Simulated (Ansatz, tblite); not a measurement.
# The cluster Li₈Cl₈: a ladder of methods and basis sets

Aim: run the singlet of the cluster Li₈Cl₈ at one geometry on many levels, and compare frontier levels, spin and run time.

Computed with Ansatz 0.2.0, Gaussian basis. Level: as each input shows.

The runs, in order: GFN1-xTB, GFN2-xTB, PBE-D4/def2-TZVP, r2SCAN-D4/def2-TZVP, HF/def2-TZVP, B97M-V/def2-TZVP, PBE-D4/def2-SVP, PBE0-D4/def2-SVP, HF/6-31G, B3LYP-D4/6-31G, MP2/def2-SVP.

1 further run of the same task is left out (set aside as unsound or not needed).

### Step 1. The relaxed structure

The singlet was relaxed beforehand with PBE0-D4/def2-SVP.

16 atoms, charge 0, spin multiplicity 1.

Bond lengths: Li1–Cl2 2.193 Å, Li1–Cl5 2.193 Å, Cl2–Li3 2.302 Å, Cl2–Li6 2.394 Å, Li3–Cl4 2.191 Å, Li3–Cl7 2.429 Å, Cl4–Li8 2.191 Å, Cl5–Li6 2.394 Å, Cl5–Li9 2.302 Å, Li6–Cl7 2.348 Å, Li6–Cl10 2.349 Å, Cl7–Li8 2.429 Å, Cl7–Li11 2.349 Å, Li8–Cl12 2.302 Å, Li9–Cl10 2.428 Å, Li9–Cl13 2.191 Å, Cl10–Li11 2.349 Å, Cl10–Li14 2.428 Å and more. Angles: Cl2–Li1–Cl5 110.5°, Li1–Cl2–Li3 137.2°, Li1–Cl2–Li6 75.9°, Li3–Cl2–Li6 80.5°, Cl2–Li3–Cl4 143.9°, Cl2–Li3–Cl7 99.8°, Cl4–Li3–Cl7 101.2°, Li3–Cl4–Li8 82.5°, Li1–Cl5–Li6 75.9°, Li1–Cl5–Li9 137.4°, Li6–Cl5–Li9 80.5°, Cl2–Li6–Cl5 97.7°, Cl2–Li6–Cl7 99.5°, Cl2–Li6–Cl10 132.7°, Cl5–Li6–Cl7 132.5°, Cl5–Li6–Cl10 99.5°, Cl7–Li6–Cl10 100.4°, Li3–Cl7–Li6 78.9° and more.

As a file:

```
Li   -0.0061   -3.0609   -3.0595
Cl   -0.6655   -3.3623   -0.9901
Li    0.2393   -3.1618    1.1173
Cl   -0.2197   -3.2576    3.2574
Cl    0.6538   -0.9919   -3.3630
Li   -0.0050   -1.0625   -1.0629
Cl    1.2139   -0.9442    0.9410
Li    0.2444   -1.1186    3.1610
Li   -0.2416    1.1192   -3.1611
Cl   -1.2161    0.9464   -0.9435
Li    0.0003    1.0628    1.0625
Cl   -0.6553    0.9908    3.3638
Cl    0.2265    3.2574   -3.2570
Li   -0.2380    3.1622   -1.1180
Cl    0.6626    3.3619    0.9909
Li    0.0064    3.0593    3.0613
```

PBE0-D4/def2-TZVP was run before; its log isn't repeated, and its numbers join the tables.

### Step 2. GFN1-xTB

Tight binding, by tblite at 300 K electronic temperature and without a spin-polarisation term:

```python
tblite.interface.Calculator('GFN1-xTB', numbers, positions, charge=0, uhf=0).singlepoint()
```

Energy -1026.2584 eV, HOMO -12.48 eV, LUMO -7.97 eV; 0.082 s.

### Step 3. GFN2-xTB

Tight binding, by tblite at 300 K electronic temperature and without a spin-polarisation term:

```python
tblite.interface.Calculator('GFN2-xTB', numbers, positions, charge=0, uhf=0).singlepoint()
```

Energy -1076.3839 eV, HOMO -10.78 eV, LUMO -6.43 eV; 0.13 s.

### Step 4. PBE-D4/def2-TZVP

start.molden holds the orbitals of an earlier run on this state, given as this run's starting guess.

File in.yaml:

```yaml
crystal:
  periodic: [false, false, false]
  atoms:
    - {symbol: Li, position_ang: [-0.006123, -3.060921, -3.059524]}
    - {symbol: Cl, position_ang: [-0.665504, -3.362318, -0.990052]}
    - {symbol: Li, position_ang: [0.239337, -3.161848, 1.117323]}
    - {symbol: Cl, position_ang: [-0.219669, -3.257571, 3.257406]}
    - {symbol: Cl, position_ang: [0.653801, -0.991890, -3.362970]}
    - {symbol: Li, position_ang: [-0.004962, -1.062512, -1.062868]}
    - {symbol: Cl, position_ang: [1.213883, -0.944239, 0.941038]}
    - {symbol: Li, position_ang: [0.244380, -1.118586, 3.160962]}
    - {symbol: Li, position_ang: [-0.241578, 1.119167, -3.161135]}
    - {symbol: Cl, position_ang: [-1.216130, 0.946358, -0.943482]}
    - {symbol: Li, position_ang: [0.000273, 1.062802, 1.062451]}
    - {symbol: Cl, position_ang: [-0.655260, 0.990772, 3.363761]}
    - {symbol: Cl, position_ang: [0.226477, 3.257357, -3.257045]}
    - {symbol: Li, position_ang: [-0.237992, 3.162182, -1.118027]}
    - {symbol: Cl, position_ang: [0.662640, 3.361913, 0.990913]}
    - {symbol: Li, position_ang: [0.006447, 3.059325, 3.061259]}
basis:
  gaussian: {orbitals: def2-TZVP, initial_orbitals: start.molden}
hamiltonian: {xc: pbe, dispersion: d4}
scf: {omitted_lower_state_checks: [starts]}
output: {orbitals: {seedname: orbitals}}
```

Started as:

```
> ansatz run in.yaml --threads 4 --pin off --events-out ev --progress --plain --max-ram 6963MiB
```

The runs that follow: r2SCAN-D4/def2-TZVP; HF/def2-TZVP; B97M-V/def2-TZVP; PBE-D4/def2-SVP; PBE0-D4/def2-SVP; HF/6-31G; B3LYP-D4/6-31G; MP2/def2-SVP.

**Question.** What will the summary of the whole plan be? Wanted: gap in def2-TZVP, named functionals and Hartree-Fock, smallest and largest; correlation energy, MP2/def2-SVP; binding an atom, functionals in def2-TZVP; PBE0 total energy, smallest basis above largest.

The runs gave:

```
                                                                  quantity                               value
gap in def2-TZVP, named functionals and Hartree-Fock, smallest and largest     4.85 eV (PBE-D4), 11.48 eV (HF)
                                          correlation energy, MP2/def2-SVP                           -31.76 eV
                                 binding an atom, functionals in def2-TZVP  3.15 (PBE0-D4) to 3.26 eV (B97M-V)
                           PBE0 total energy, smallest basis above largest      33.86 eV (def2-SVP, def2-TZVP)
```

What this shows: Orbital gaps of the named functionals and Hartree-Fock in def2-TZVP span 4.85 eV (PBE-D4) to 11.48 eV (HF); exact exchange widens it.
